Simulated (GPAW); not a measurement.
Runs of GPAW 26.7.0 on RuS. It takes space group F-43m (No. 216, cubic). Conventional cell: a = 5.529 Å, b = 5.529 Å, c = 5.529 Å, α = 90.00°, β = 90.00°, γ = 90.00°. Ru (site symmetry -43m) has 4 S at 2.39 Å as nearest neighbours. Around S (site symmetry -43m) lie 4 Ru at 2.39 Å. The cell comes from a database or a generator and needn't be the stable form of this composition.

```tsv
spin	U	fixed moment (μB)	gap on the mesh (eV)	pressure (GPa)	moment (μB)
collinear, ferromagnetic start	Ru d U = 2 eV	2.0	-	(a)	2.00
collinear, random start	Ru d U = 7 eV	-	none	5.3	2.00
collinear, zero start	Ru d U = 2 eV	-	none	-20.7	0.00
collinear, random start	Ru d U = 2 eV	-	none	(b)	0.60
```

Alike in all rows: task single point; level PBEsol+U; potentials or basis PAW data sets generated in the run's folder for this functional, pw; cell as given; k mesh 6 × 6 × 6; cutoff (eV) 600; smearing gaussian 0.05 eV.

**Question.** Fill in the values left out.

**Answer.** (a) -10.5; (b) -19.8.

Caveats: the total moment is fixed, so each spin has its own Fermi level (some runs).

A k mesh can miss the band edges, and the runs leave out spin-orbit coupling on Ru.

A gap of «none» marks a metal or a gap under the smearing width.
